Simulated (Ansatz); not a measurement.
HgTe, space group Cmcm: a check of PAW against all-electron LAPW, run with Ansatz 0.2.0 through its Python package.

Script `paw_lapw_hgte.py`:
```python
import ansatz as az
import numpy as np


def count_gap(report):
    # lowest empty less highest filled band, counting bands; zero where they overlap
    return max(report.get("gap_by_band_count_ev") or 0.0, 0.0)


def main() -> None:
    vectors = np.array([
        [2.992518, -3.466929, 0.0],
        [2.992518, 3.466929, 0.0],
        [0.0, 0.0, 5.798157],
    ])
    structure = (
        az.Lattice.of(vectors)
        .atom("Hg", [0.34305, 0.65695, 0.75])
        .atom("Hg", [0.65695, 0.34305, 0.25])
        .atom("Te", [0.784809, 0.215191, 0.75])
        .atom("Te", [0.215191, 0.784809, 0.25])
    )

    calculation = (
        structure.calculation()
        .functional("LDA")
        .kpoints(4)
        .occupations("fermi_dirac", width=0.05)
        .stress()
        .forces()
        .band_table()
    )
    variants = {
        "PAW": calculation.pseudopotentials("paw"),
        "LAPW": calculation.pseudopotentials("all_electron", lapw=True),
    }
    rows = []
    for label, variant in variants.items():
        rep = variant.run(threads=1, backend="cpu").report
        levels = np.array(rep["eigenvalues_ev"][0]) - rep["fermi_energy_ev"]
        print(label, "levels at the first k-point near E_F:", np.round(levels[np.abs(levels) < 5], 3))
        rows.append((label, rep["n_electrons"], np.trace(rep["stress_gpa"]) / 3, float(np.abs(rep["forces_ev_ang"]).max()), count_gap(rep)))
    for row in rows:
        print("; ".join(f"{name} = {round(v, 4) if isinstance(v, float) else v}" for name, v in zip(["treatment", "electrons in bands", "P GPa", "max force component eV/A", "gap by band count eV"], row)))


if __name__ == "__main__":
    main()
```

How well do the two treatments of the cores agree on the pressure?

PAW gives -4.801 GPa and LAPW -4.792 GPa, 0.009 GPa apart. They took 5.8 and 53.3 s of processor time.

The output:

`python paw_lapw_hgte.py` gives:
```text
DeckWarning: basis.ecutwfc = 420 eV, auto-derived from the records' recommended cutoffs: set by Hg (normal level)
PAW levels at the first k-point near E_F: [-3.847 -2.702 -2.646 -2.479 -0.993 -0.506 -0.37  -0.089  4.117]
LAPW levels at the first k-point near E_F: [-3.847 -2.703 -2.647 -2.479 -0.992 -0.507 -0.369 -0.091  4.117]
treatment = PAW; electrons in bands = 72.0; P GPa = -4.8013; max force component eV/A = 0.2328; gap by band count eV = 0.0
treatment = LAPW; electrons in bands = 136.0; P GPa = -4.7925; max force component eV/A = 0.232; gap by band count eV = 0.0
```
(Warnings from the package without file and line.)

Reading the output:
- The computed bands are complete only to about 5.0 eV above the Fermi level.
- The mesh is modest for a metal, so energies can be off by several to tens of meV an atom and pressures by half a GPa or more; differences at equal mesh fare better.
- A gap by band count of zero or less means overlapping bands, a metal.
- This cell is a computed structure, which may not be the phase found in nature.
- Levels are Kohn-Sham eigenvalues on this mesh, without spin-orbit coupling.
- Pressure is positive in compression; the treatments may keep other shells as core, so totals and counts of electrons can differ.
- Wall time of the script: 60 s on 1 thread of Arm Neoverse V1, with other jobs on the host, peak memory 0.73 GiB.
